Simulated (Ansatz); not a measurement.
Run this with Ansatz 0.2.0 through its Python package and show what comes out.

Script `torsion_c2h6bfsi.py`:
```python
'''Energy of C2H6BFSi as one group turns about a bond.'''

import ansatz as az
from ase import Atoms

BASIS = 'cc-pVDZ'
FUNCTIONAL = 'PBE0'
VDW = 'd3bj'
FMAX = 0.02

atoms = Atoms(['B', 'Si', 'F', 'C', 'C', 'H', 'H', 'H', 'H', 'H', 'H'], positions=[
    (0.4535, 1.7138, 0.6846),
    (0.5484, 0.4663, -0.7704),
    (2.0681, -0.1963, -0.7883),
    (-0.6238, -0.8611, -0.5424),
    (-0.6704, -1.6704, 0.5164),
    (-0.6113, 2.3503, 0.8459),
    (1.3525, 1.956, 1.39),
    (0.3456, 1.1645, -2.0574),
    (-1.4578, -0.996, -1.2543),
    (-1.4135, -2.444, 0.672),
    (0.074, -1.54, 1.3245),
])

# start the scan from a relaxed geometry
first = (
    az.Crystal.molecule_from_ase(atoms).calculation()
    .basis(gaussian=BASIS)
    .functional(FUNCTIONAL, dispersion=VDW)
    .relax(force_tolerance=FMAX, max_steps=80)
)
atoms.positions = first.run(threads=1, pin='off').report['positions_ang']

start = atoms.get_dihedral(0, 1, 3, 4)
energies = {}
for turn in range(0, 360, 30):
    turned = atoms.copy()
    turned.set_dihedral(0, 1, 3, 4, start + turn, indices=[3, 4, 8, 9, 10])
    calc = (
        az.Crystal.molecule_from_ase(turned).calculation()
        .basis(gaussian=BASIS)
        .functional(FUNCTIONAL, dispersion=VDW)
    )
    energies[round((start + turn) % 360)] = calc.run(threads=1, pin='off').report['free_energy_ev']
floor = min(energies.values())
print('dihedral B0-Si1-C3-C4 (deg)   E - E(min) (kcal/mol)')
for angle, e in sorted(energies.items()):
    print(f'{angle:8d} {23.060548 * (e - floor):14.3f}  ' + '#' * int(30 * (e - floor) / max(max(energies.values()) - floor, 1e-9)))
```

```console
$ python torsion_c2h6bfsi.py
dihedral B0-Si1-C3-C4 (deg)   E - E(min) (kcal/mol)
       4          1.575  ################
      34          1.396  ##############
      64          1.615  #################
      94          1.405  ##############
     124          1.171  ############
     154          2.120  ######################
     184          2.814  ##############################
     214          1.260  #############
     244          0.000
     274          1.062  ###########
     304          2.127  ######################
     334          1.997  #####################
```

The scan is rigid and the energies are electronic, in a modest basis. With rigid groups the curve can differ much from the relaxed path, the start wasn't checked as a minimum of this torsion, and equivalent turns needn't return to the same energy. The whole script took 2.3 min on 1 thread of Arm Neoverse V2 (shared host), peak memory 0.29 GiB.
